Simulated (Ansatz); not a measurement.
Crystal: Bi2Te3 (Tellurobismuthite).

```
Bi Te
1.0
     2.19300    1.26613   10.16567
    -2.19300    1.26613   10.16567
     0.00000   -2.53226   10.16567
Bi Te
2 3
Cartesian
  0.0000 0.0000 18.2982
  0.0000 0.0000 12.1988
  0.0000 0.0000 24.1079
  0.0000 0.0000 6.3891
  0.0000 0.0000 0.0000
```

```yaml
Program: Ansatz 0.2.0
Task: single point
Functional: PBEsol
Potentials_or_basis: all-electron LAPW, scalar-relativistic
Cutoff: 203 eV (chosen from the basis error)
Basis_error_allowed: 0.001 eV/atom
k_mesh: 7 × 7 × 7
Occupations: fermi-dirac, width 0.05 eV
Spin: no spin polarisation
```

On this cell: pressure -0.6 GPa; largest force 0.112 eV/Å; band gap on the k mesh 0.24 eV, direct.

The same run follows on a disturbed copy (atoms moved at random, drawn with an rms of 0.05 Å):

```
Bi Te
1.0
     2.19300    1.26613   10.16567
    -2.19300    1.26613   10.16567
     0.00000   -2.53226   10.16567
Bi Te
2 3
Direct
  0.60539 0.60196 0.59344
  0.39953 0.40382 0.39703
  0.79470 0.78516 0.79255
  0.21166 0.20856 0.20612
  0.00364 0.00338 0.99384
```

Problem. What does the disturbed cell give?

Solution. The energy moves by +1.7 meV/atom; pressure -0.8 GPa; largest force 0.270 eV/Å; band gap on the k mesh 0.25 eV, direct.

Forces in eV/Å, atoms in the order of the input:
```
Bi  -0.023 -0.023 -0.178
Bi   0.067 -0.022  0.081
Te  -0.086  0.066 -0.140
Te   0.013  0.034  0.267
Te   0.029 -0.054 -0.030
```

Stress tensor (GPa, compression positive):
```
-0.66  0.06 -0.12
 0.06 -0.58  0.07
-0.12  0.07 -1.03
```

Caveats: spin-orbit coupling is left out, which as a rule narrows the gap of such compounds by several tenths of an eV; an odd mesh through Γ misses points on the zone boundary, where band edges often lie.
